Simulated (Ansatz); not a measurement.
# ZnPb2: the cost of one run

Method: DFT PBE, scalar-relativistic, plane waves, PAW, in Ansatz 0.2.0.

1 further run of the same task is left out (it didn't finish).

## (1) The structure to begin with

It takes space group P6/mmm (No. 191, hexagonal). The conventional cell has a = 4.865 Å, b = 4.865 Å, c = 3.422 Å, α = 90.00°, β = 90.00°, γ = 120.00°. Zn (site symmetry 6/mmm) is surrounded by 12 Pb at 3.29 Å and 2 Zn at 3.42 Å. Pb (site symmetry -6m2) has 3 Pb at 2.81 Å as nearest neighbours.

As a file:

```cif
data_structure
_symmetry_space_group_name_H-M 'P 1'
_symmetry_Int_Tables_number 1
_cell_length_a 4.8650
_cell_length_b 4.8650
_cell_length_c 3.4219
_cell_angle_alpha 90.000
_cell_angle_beta 90.000
_cell_angle_gamma 120.000
_cell_volume 70.14
loop_
_atom_site_label
_atom_site_type_symbol
_atom_site_fract_x
_atom_site_fract_y
_atom_site_fract_z
_atom_site_occupancy
Zn1 Zn 0.00000 0.00000 0.00000 1
Pb1 Pb 0.33333 0.66667 0.50000 1
Pb2 Pb 0.66667 0.33333 0.50000 1
```

This is candidate A: TbCd2 type (P6/mmm, No. 191).

(A quick probe on a coarse mesh, which set the mesh and smearing, is not shown.)

## (3) Coarse relaxation (candidate A)

Contents of input.yaml:

```yaml
crystal:
  lattice:
    - [4.8650014302, 0.0, 0.0]
    - [-2.4325007152, 4.2132148281, 0.0]
    - [0.0, 0.0, 3.4218678407]
  atoms:
    - { symbol: Zn, position: [0.0, 0.0, 0.0] }
    - { symbol: Pb, position: [0.3333333333, 0.6666666667, 0.5] }
    - { symbol: Pb, position: [0.6666666667, 0.3333333333, 0.5] }
basis:
  ecutwfc: 420
kpoints:
  mp_grid: { grid: [6, 6, 6] }
hamiltonian:
  xc: pbe
scf:
  occupations: { method: gaussian, width: 0.1 }
  lower_state_search: "off"
output:
  forces: true
  stress: true
  eigenvalues: true
relax:
  adjacent_minimum: "off"
  f_tol: 0.04
  max_steps: 70
  cell: { stress_tol: 0.4 }
```

The run is started by

```bash
> ansatz run input.yaml --threads 1 --pin off --max-ram 2560MiB --backend cpu --events-out ev --progress --plain --runs-dir out
```

**Question.** How long does this run take on 1 thread of Intel Xeon Platinum 8488C (Sapphire Rapids), shared host, and how much memory does it need?

About 21 s, with a peak of 0.43 GiB.
